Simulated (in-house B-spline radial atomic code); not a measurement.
# Hf¹²⁺: excited configurations

Aim: the energies of several excited configurations of Hf¹²⁺ above a reference configuration, each from its own self-consistent run.

Program: in-house B-spline radial atomic code version 1. Level of theory: Dirac-Hartree-Fock, average of configuration, Fermi nucleus, basis-set limit. These are calculated values, not measurements, unless marked.

## (1) Starting point

- element: hafnium (Z = 72)
- charge: +12
- electrons: 60
- configuration: [Kr] 4d10 4f12 5s2
- Hamiltonian: Dirac-Coulomb
- nucleus: Fermi, rms radius 5.347 fm

Outer shells as boxes (Hund's rule):

[Kr] 4d10 4f12 5s2
```
[Kr] core
4d [↑↓][↑↓][↑↓][↑↓][↑↓]
4f [↑↓][↑↓][↑↓][↑↓][↑↓][↑ ][↑ ]
5s [↑↓]
```

The boxes draw the filling by Hund's rule, which heavy ions in jj coupling don't follow; these runs average over all states of the configuration.

Settings, as recorded:

```ini
Z = 72
electrons = 60.0
configuration = [Kr] 4d10 4f12 5s2
hamiltonian = dirac
method = hf
spin_polarised = False
nucleus = fermi
rms_radius = 5.347
mass_number = 180
atomic_mass = 179.946559537
speed_of_light = 137.035999084
```

The reference is known from an earlier run: -15043.457373 hartree in all. Up to eight levels, counted from the top:

```
orbital  occupation  energy (eV)  <r> (bohr)
  4s1/2           2      -792.72      0.4666
  4p1/2           2      -693.76      0.4738
  4p3/2           4      -633.00      0.5036
  4d3/2           4      -470.78      0.5204
  4d5/2           6      -459.37      0.5310
  5s1/2           2      -271.29       1.022
  4f5/2     5.14286      -256.92      0.5820
  4f7/2     6.85714      -254.88      0.5883
```

## (2) [Kr] 4d9 4f12 5s2 5f1

Settings, as recorded:

```ini
Z = 72
electrons = 60.0
configuration = [Kr] 4d9 4f12 5s2 5f1
hamiltonian = dirac
method = hf
spin_polarised = False
nucleus = fermi
rms_radius = 5.347
mass_number = 180
atomic_mass = 179.946559537
speed_of_light = 137.035999084
```

## (3) Run with [Kr] 4d10 4f11 5s2 6g1

Changes to the settings of step 2:

```diff
@@ -2,3 +2,3 @@
 electrons = 60.0
-configuration = [Kr] 4d9 4f12 5s2 5f1
+configuration = [Kr] 4d10 4f11 5s2 6g1
 hamiltonian = dirac
```

## (4) Configuration [Kr] 4d10 4f11 5s2 8s1

Changes to the settings of step 3:

```diff
@@ -2,3 +2,3 @@
 electrons = 60.0
-configuration = [Kr] 4d10 4f11 5s2 6g1
+configuration = [Kr] 4d10 4f11 5s2 8s1
 hamiltonian = dirac
```

## (5) Run with [Kr] 4d9 4f12 5s2 8g1

Changes to the settings of step 4:

```diff
@@ -2,3 +2,3 @@
 electrons = 60.0
-configuration = [Kr] 4d10 4f11 5s2 8s1
+configuration = [Kr] 4d9 4f12 5s2 8g1
 hamiltonian = dirac
```

## (6) Configuration [Kr] 4d10 4f11 5s2 5g1

Changes to the settings of step 5:

```diff
@@ -2,3 +2,3 @@
 electrons = 60.0
-configuration = [Kr] 4d9 4f12 5s2 8g1
+configuration = [Kr] 4d10 4f11 5s2 5g1
 hamiltonian = dirac
```

How far above the reference does each configuration lie (order and size, in eV)?

**Answer**, as computed:

| net move | configuration | energy above the reference (eV) | with Breit, QED, recoil (eV) | largest <r> (bohr) |
| --- | --- | --- | --- | --- |
| 4f → 5g | [Kr] 4d10 4f11 5s2 5g1 | 157.69 | 157.79 | 2.01 |
| 4f → 6g | [Kr] 4d10 4f11 5s2 6g1 | 186.07 | 186.17 | 3.24 |
| 4f → 8s | [Kr] 4d10 4f11 5s2 8s1 | 187.12 | 187.27 | 4.15 |
| 4d → 5f | [Kr] 4d9 4f12 5s2 5f1 | 330.09 | 329.79 | 1.62 |
| 4d → 8g | [Kr] 4d9 4f12 5s2 8g1 | 422.13 | 421.83 | 6.40 |

Quantum defects of the promoted electron, δ = n − ζ/√(−2ε) with ζ = 13 and ε its orbital energy in hartree:

| promotion | δ |
| --- | --- |
| 4f → 6g | 0.073 |
| 4f → 8s | 2.025 |
| 4d → 8g | 0.096 |

**Reading.** The energies run from 157.69 eV (4f → 5g) to 422.13 eV (4d → 8g). Koopmans' estimate of the ionisation threshold is 254.88 eV; 2 configurations exceed it by over 2 % and could autoionise. Of those tabulated, the defect is largest for 8s (2.03) and least for 6g (0.07): low angular momentum penetrates the core, high angular momentum stays outside it. Two partly filled shells share a symmetry and can mix in the average, which may lower the energy, for: 4d → 5f. These are averages over configurations, without correlation, not spectroscopic levels.
